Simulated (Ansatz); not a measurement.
Runs of Ansatz 0.2.0 on ScSi2. It takes space group P6/mmm (No. 191, hexagonal). The conventional cell has a = 3.660 Å, b = 3.660 Å, c = 3.870 Å, α = 90.00°, β = 90.00°, γ = 120.00°. Sc (site symmetry 6/mmm) has 12 Si at 2.87 Å as nearest neighbours. Around Si (site symmetry -6m2) lie 3 Si at 2.11 Å. 

| task | level | potentials or basis | spin | U | cell | k mesh | cutoff (eV) | smearing | hubbard projectors | double counting | driver | mesh quality | gap on the mesh (eV) | pressure (GPa) | moment (μB) |
| --- | --- | --- | --- | --- | --- | --- | --- | --- | --- | --- | --- | --- | --- | --- | --- |
| single point | rPW86-PBE | Ansatz PAW polarizable | off | - | as given | 8 × 8 × 7 | 420 | cold 0.15 eV | - | - | - | not flagged | none | 27.0 | - |
| electric field gradients | HSE03 | Ansatz PAW | collinear, ferromagnetic start | - | as given | 5 × 5 × 5 | 420 | fermi-dirac 0.05 eV | - | - | - | coarse | none | - | 0.00 |
| phonons | r2SCAN+U | JTH PAW | off | Sc d U = 6.2 eV | as given | 7 × 7 × 6 | 1350 | fermi-dirac 0.05 eV | ortho-atomic | amf | - | not flagged | none | - | - |
| relaxation of cell and atoms | BPBE | PseudoDojo stringent | collinear, ferromagnetic start | - | relaxed | 8 × 8 × 7 | 1061 | methfessel-paxton 0.1 eV | - | - | chain | not flagged | - | 0.0 | 0.00 |
| projected density of states | BPBE | JTH PAW LDA | collinear, ferromagnetic start | - | as given | 8 × 8 × 7 | 1350 | fermi-dirac 0.05 eV | - | - | - | not flagged | none | 25.5 | 0.00 |
| density of states | B3LYP5+D4 | Ansatz PAW earlier set | off | - | as given | 5 × 5 × 5 | 610 | cold 0.05 eV | - | - | - | coarse | none | - | - |
| single point | PBE | Ansatz PAW | off | - | as given | 8 × 8 × 7 | 420 | gaussian 0.02 eV | - | - | - | not flagged | none | (a) | - |
| single point | r2SCAN+D4 | Ansatz PAW | off | - | as given | 8 × 8 × 7 | 500 | fermi-dirac 0.1 eV | - | - | - | not flagged | none | 23.0 | - |

Fill in the values left out.

(a) 25.2.

Caveats: some runs use coarse meshes; the potentials were made for another functional, which shifts forces and pressure (some runs); so large a pressure means that the cell lies far from this level's equilibrium, or that cutoff or potentials fall short (some runs); the PAW data sets come from PBE, with cores solved anew for the run's functional, which leaves a small shift of forces and pressure (some runs); pairwise dispersion overbinds metals, which lowers pressure and volume (some runs); the magnetic or orbital state may not be the lowest (some runs); some modes are imaginary (some runs); U without spin polarisation on a metal has little footing (some runs).

A k mesh can miss the band edges.

A gap of «none» marks a metal or a gap under the smearing width.

Not every run made on this cell is shown here.
